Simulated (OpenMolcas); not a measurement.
# Pr³⁺ among point charges: CASSCF levels and susceptibility

How does a field of 8 point charges split the states of Pr³⁺, and what χT follows?

The numbers are computed with OpenMolcas 26.06 (state-averaged CASSCF, spin-orbit coupling by RASSI with atomic mean-field integrals), except any that are marked as measured or tabulated.

**1. The atom as given**

| Quantity | Value |
| --- | --- |
| Species | Pr³⁺ (praseodymium, Z = 59, 56 electrons) |
| Basis | ANO-RCC-VTZP [8s7p5d3f2g1h], 104 functions |
| Scalar Hamiltonian | DKH2, point nucleus |
| Inactive shells | 1s 2s 2p 3s 3p 3d 4s 4p 4d 5s 5p |
| Active space | 2 electrons in 7 orbitals (4f) |
| Some configurations of this space | 4f² |
| Orbitals | optimised for the highest spin of each parity, averaged over all roots |

The outer shells:

4f2
```
4f [↑ ][↑ ][  ][  ][  ][  ][  ]
```

The ion sits among 8 point charges of -2 e arranged as a square antiprism (D4d), 2.74 Å from the ion, with a polar angle of 61.9° against the regular 57.3°.

Each step is its own input file, run in one work folder so that later steps find the files of earlier ones. Labels, J, g values, rates, χT and fits are worked out afterwards by a script from the matrices that RASSI stores.

**2. One- and two-electron integrals**

a.inp reads:

```
&GATEWAY
Coord
1

Pr 0.0 0.0 0.0
Basis=ANO-RCC-VTZP
Group=NoSym
NoMove
AngMom=0.0 0.0 0.0
AMFI
XField
8 Angstrom 0
2.232709 0.924818 1.291247 -2.000000
-0.924818 2.232709 1.291247 -2.000000
-2.232709 -0.924818 1.291247 -2.000000
0.924818 -2.232709 1.291247 -2.000000
2.232709 -0.924818 -1.291247 -2.000000
0.924818 2.232709 -1.291247 -2.000000
-2.232709 0.924818 -1.291247 -2.000000
-0.924818 -2.232709 -1.291247 -2.000000
&SEWARD
```

Started as:

```
> OMP_NUM_THREADS=1 MOLCAS_MEM=2252 MOLCAS_PROJECT=a pymolcas a.inp > a.log
```

**3. Reference wave functions, triplets, 21 roots**

a.inp reads:

```
&RASSCF
FileOrb=start.orb
Symmetry=1
Spin=3
nActEl=2 0 0
Inactive=27
Ras2=7
CIRoot=21 21 1
SDav=21
CIMx=300
Iter=120 100
PrWF=0.3
OrbListing=Nothing
MaxOrb=0
>>> COPY $Project.JobIph JOB001
```

start.orb holds the contracted functions of the basis, ordered by shell, or the orbitals of the step before.

**4. CASSCF: singlets, 28 roots**

a.inp reads:

```
&RASSCF
FileOrb=start.orb
Symmetry=1
Spin=1
nActEl=2 0 0
Inactive=27
Ras2=7
CIRoot=28 28 1
SDav=28
CIMx=300
Iter=120 100
PrWF=0.3
OrbListing=Nothing
MaxOrb=0
CIOnly
>>> COPY $Project.JobIph JOB002
```

**5. RASSI: spin-orbit coupling between the states**

a.inp reads:

```
&RASSI
NrOfJobIphs=2 21 27
1 2 3 4 5 6 7 8 9 10 11 12 13 14 15 16 17 18 19 20 21
1 2 3 4 5 6 7 8 9 10 11 12 13 14 15 16 17 18 19 20 21 22 23 24 25 26 27
IphNames
JOB001
JOB002
EJob
SpinOrbit
DIPRint=1.0
SOCoupling=1000.0
Subsets=2
Property=9
'ANGMOM' 1 'ANGMOM' 2 'ANGMOM' 3 'MLTPL  1' 1 'MLTPL  1' 2 'MLTPL  1' 3
'AMFI' 1 'AMFI' 2 'AMFI' 3
SOProperty=3
'ANGMOM' 1 'ANGMOM' 2 'ANGMOM' 3
```

Before running it: what results should come out? Wanted: spin-free ground state; first state of the same spin within the active space; lowest level; next level.

**Answer**, as computed:

| quantity | value |
| --- | --- |
| method | CASSCF |
| spin-free ground state | triplet, 1-fold in its orbital part |
| first state of the same spin within the active space | triplet at 85.2 cm⁻¹ |
| lowest level | 1-fold |
| next level | 92.1 cm⁻¹ |
| χT at 300 K | 1.52 cm³ K/mol |
| effective moment at 300 K | 3.49 μB |

The spin-free ground state (triplet) comes to 98 % from free-ion H terms and keeps the highest spin of the shell. The singlets rest on orbitals optimised for another spin in at least one step, which raises them against the optimised states. Not all states of the active space went into the spin-orbit step. Point charges carry no covalency, so the field is a model and not that of real ligands.
